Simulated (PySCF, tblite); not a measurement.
**CH₂Al₂F₅ radical, a small gas-phase stand-in for a defect centre (aluminium fluoride dimer): EPR parameters**

What EPR parameters should one expect for `[CH2][Al-]1([F])[F+][Al-]([F])([F])[F+]1`? It is drawn as: carbon radical.

Programs: tblite 0.8.0 and PySCF 2.14.0. All values are calculated, for the isolated system unless a continuum is named. Atoms count from 0, parts from 1.

## Step 1: The system as given

10 atoms, charge 0, multiplicity 2; geometry: distance geometry start.

## Step 2: Relaxing the cluster with GFN2-xTB

Job settings and geometry (Å):

```
{"job": {"kind": "relax", "xc": "GFN2-xTB", "basis": "xTB"}, "charge": 0, "multiplicity": 2}
F     -0.751770     2.933708     1.054226
Al    -0.286424     1.471319     0.146037
F      0.609838     1.654579    -1.335248
F      0.342751     0.177829     1.233522
Al    -1.001936    -1.049329     1.093057
F     -1.899330    -1.226753     2.567526
C     -0.520016    -2.631230     0.120050
F     -1.646971     0.294555     0.026146
H     -1.127706    -2.936705    -0.626971
H      0.034484    -3.360756     0.627365
```

Level: GFN2-xTB geometry optimisation, gas phase.

Command:

```console
$ OMP_NUM_THREADS=1 python cluster_run.py task.json out
```

The driver reads the jobs from task.json and runs them one after another.

**Question.** The jobs that follow are: PBE0-D3(BJ)/def2-SVP geometry optimisation, gas phase; UKS B3LYP, IGLO-III on Al C F, pcH-1 on H, non-relativistic, mean-field spin-orbit, GIAO; UKS BHandHLYP, IGLO-III on Al C F, pcH-1 on H, non-relativistic, mean-field spin-orbit, GIAO. Predict: point group; rotational constants (main isotopes); g(iso) (B3LYP); ⟨S²⟩; largest a(iso) (averaged by class).

The runs gave:

| quantity | value |
| --- | --- |
| point group | Cs |
| rotational constants (main isotopes) | 2.32, 1.01, 0.83 GHz |
| g(iso) (B3LYP) | 2.00258 |
| ⟨S²⟩ | 0.753 (exact 0.75) |
| largest a(iso) (averaged by class) | 27Al on Al4, -73.1 MHz |

What this shows: The start of the PBE0/def2-SVP relaxation was shaken at random by about 0.01 Å, so part of the energy gained, and of the first lengths quoted, undoes that. Relaxing lowered the energy by 0.228 eV in 13 steps; the close pair that moved most is Al1–F7, from 1.743 to 1.800 Å (PBE0/def2-SVP). No frequency check was run at this level, so the end point may be a saddle. Most of the unpaired spin sits on C6 (1.04 e). The isotropic g lies 0.3 ppt above the free-electron value. The coupling of 27Al on Al4 runs from -83.5 (BHandHLYP/IGLO-III+pcH-1) to -73.1 MHz (B3LYP/IGLO-III+pcH-1).
